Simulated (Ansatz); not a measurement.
# Alloy of AgGaS2 and AgInS2 (15 of 16 Ga sites exchanged), 64 atoms

Aim: relax the alloy cell and compare the gap by PBEsol, HSE06 and r²SCAN.

All numbers are computed with Ansatz 0.2.0 (PAW, plane waves).

## (1) The system as built

64 atoms (16 Ag, 15 In, 32 S, 1 Ga); a = 11.588 Å, b = 11.588 Å, c = 11.277 Å, α = 90.00°, β = 90.00°, γ = 90.00°. All atoms were shaken off their sites by about 0.02 Å along each axis.

Plan of the steps: (2) PBEsol cell relaxation at the single k point (¼, ¼, ¼), on 1 × NVIDIA GB200 with 8 threads of Arm Neoverse-V2; (3) HSE06 single point at the Γ point alone, on 1 × NVIDIA GB200 with 8 threads of Arm Neoverse-V2; (4) r²SCAN single point at the Γ point alone, on 1 × NVIDIA GB200 with 8 threads of Arm Neoverse-V2.

## (2) PBEsol relaxation of the cell and the positions

Input file in.yaml:

```yaml
crystal:
  lattice:
    - [11.588297, -0.000152, -0.000124]
    - [-0.000152, 11.588297, -0.000124]
    - [-0.000117, -0.000117, 11.277481]
  atoms:
    - { symbol: Ag, position: [0.999123, 0.998079, 0.000733] }
    - { symbol: Ag, position: [0.997424, 0.497801, 0.999285] }
    - { symbol: Ag, position: [0.501584, 0.002012, 0.999070] }
    - { symbol: Ag, position: [0.499957, 0.499797, 0.994370] }
    - { symbol: Ag, position: [0.996926, 0.246889, 0.250023] }
    - { symbol: Ag, position: [0.997773, 0.752441, 0.248794] }
    - { symbol: Ag, position: [0.499638, 0.248478, 0.249974] }
    - { symbol: Ag, position: [0.499113, 0.753515, 0.247914] }
    - { symbol: Ag, position: [0.247888, 0.999184, 0.747055] }
    - { symbol: Ag, position: [0.250829, 0.498418, 0.748653] }
    - { symbol: Ag, position: [0.748303, 0.001254, 0.750271] }
    - { symbol: Ag, position: [0.750931, 0.499772, 0.752276] }
    - { symbol: Ag, position: [0.252567, 0.251688, 0.498579] }
    - { symbol: Ag, position: [0.252142, 0.751012, 0.497926] }
    - { symbol: Ag, position: [0.752231, 0.247547, 0.501617] }
    - { symbol: Ag, position: [0.751211, 0.748451, 0.499236] }
    - { symbol: In, position: [0.000827, 0.001258, 0.498302] }
    - { symbol: In, position: [0.998165, 0.497315, 0.498738] }
    - { symbol: In, position: [0.501284, 0.001649, 0.502992] }
    - { symbol: In, position: [0.498396, 0.501068, 0.499688] }
    - { symbol: In, position: [0.250900, 0.999946, 0.251207] }
    - { symbol: In, position: [0.246058, 0.499218, 0.247908] }
    - { symbol: In, position: [0.750727, 0.001314, 0.249806] }
    - { symbol: In, position: [0.749897, 0.502213, 0.251689] }
    - { symbol: In, position: [0.248615, 0.251709, 0.998907] }
    - { symbol: In, position: [0.247155, 0.751310, 0.000174] }
    - { symbol: In, position: [0.751053, 0.249489, 0.002461] }
    - { symbol: In, position: [0.752050, 0.749122, 0.999762] }
    - { symbol: In, position: [0.996718, 0.750375, 0.752626] }
    - { symbol: In, position: [0.499344, 0.251518, 0.748767] }
    - { symbol: In, position: [0.502678, 0.750005, 0.749125] }
    - { symbol: S, position: [0.128993, 0.125047, 0.122787] }
    - { symbol: S, position: [0.126940, 0.624599, 0.124723] }
    - { symbol: S, position: [0.623090, 0.125655, 0.126327] }
    - { symbol: S, position: [0.628538, 0.624677, 0.125822] }
    - { symbol: S, position: [0.119517, 0.120272, 0.623778] }
    - { symbol: S, position: [0.122889, 0.628157, 0.625793] }
    - { symbol: S, position: [0.621062, 0.126839, 0.626020] }
    - { symbol: S, position: [0.621078, 0.625822, 0.625183] }
    - { symbol: S, position: [0.374484, 0.373586, 0.122573] }
    - { symbol: S, position: [0.371957, 0.876645, 0.127313] }
    - { symbol: S, position: [0.872005, 0.374127, 0.124979] }
    - { symbol: S, position: [0.872106, 0.874283, 0.123485] }
    - { symbol: S, position: [0.376391, 0.121932, 0.375551] }
    - { symbol: S, position: [0.377684, 0.620619, 0.373386] }
    - { symbol: S, position: [0.874262, 0.120915, 0.376199] }
    - { symbol: S, position: [0.876328, 0.622345, 0.373174] }
    - { symbol: S, position: [0.126865, 0.376380, 0.372323] }
    - { symbol: S, position: [0.125039, 0.878998, 0.373632] }
    - { symbol: S, position: [0.628546, 0.380802, 0.375051] }
    - { symbol: S, position: [0.623764, 0.881093, 0.374878] }
    - { symbol: S, position: [0.125904, 0.374705, 0.877257] }
    - { symbol: S, position: [0.124062, 0.871349, 0.871900] }
    - { symbol: S, position: [0.624170, 0.373718, 0.875377] }
    - { symbol: S, position: [0.621329, 0.870056, 0.877280] }
    - { symbol: S, position: [0.378403, 0.372720, 0.624920] }
    - { symbol: S, position: [0.378642, 0.873815, 0.624558] }
    - { symbol: S, position: [0.877404, 0.373005, 0.621894] }
    - { symbol: S, position: [0.876845, 0.876353, 0.625451] }
    - { symbol: S, position: [0.376060, 0.128596, 0.871373] }
    - { symbol: S, position: [0.374514, 0.627007, 0.874319] }
    - { symbol: S, position: [0.876408, 0.129799, 0.872704] }
    - { symbol: S, position: [0.874221, 0.628625, 0.875743] }
    - { symbol: Ga, position: [0.002973, 0.251048, 0.751508] }
  symmetry: { detect: false }
kpoints:
  mp_grid: { grid: [1, 1, 1], shift: [0.25, 0.25, 0.25] }
hamiltonian:
  xc: pbesol
scf:
  occupations: { method: fermi_dirac, width: 0.01 }
relax:
  f_tol: 0.03
  max_steps: 80
  escape_saddle: false
  adjacent_minimum: "off"
  cell: { fix: [alpha, beta, gamma] }
output:
  forces: true
  eigenvalues: true
  populations: true
```

Launch:

```console
$ ansatz run in.yaml --threads 8 --pin off --max-ram 118750MiB --runs-dir r --events-out ev --progress --plain --backend cuda --devices 0, --max-vram 170GiB
```

After this run come: Single point with HSE06; Single point with r²SCAN.

**Question.** What will these runs give? Wanted: for each run, top filled to lowest empty.

**Answer**, as computed:

```
             level         time   k points  top filled to lowest empty (eV)
PBEsol, relaxation  9.4 s (GPU)  (¼, ¼, ¼)                             1.30
             HSE06   27 s (GPU)          Γ                             1.46
            r²SCAN  4.5 s (GPU)          Γ                             0.79
```

| quantity | value |
| --- | --- |
| relaxation | 7 recorded steps, 0.78 eV gained |
| largest shift | 0.21 Å (S52) |
| relaxed cell | a = 11.584 Å, b = 11.584 Å, c = 11.286 Å, α = 90.00°, β = 90.00°, γ = 90.00° |
| mean bonds | Ag–S 2.508, Ga–S 2.303, In–S 2.478 Å |

**Reading.** Relaxation gains 0.78 eV, with shifts up to 0.21 Å (S52), while the volume changes by -0.0 %. The mean lengths of the listed bonds run from Ga–S 2.30 Å to Ag–S 2.51 Å. At the same k points, r²SCAN gives a spacing 0.68 eV smaller than the 1.46 eV of HSE06. The relaxation ran on other k points, so part of any difference from the later rows can come from the mesh. The HSE06 single point took about 6 times as long as the r²SCAN one on the same kind of device. With one k point the spacing samples only the states that fold onto it, so it can exceed the gap over the zone.
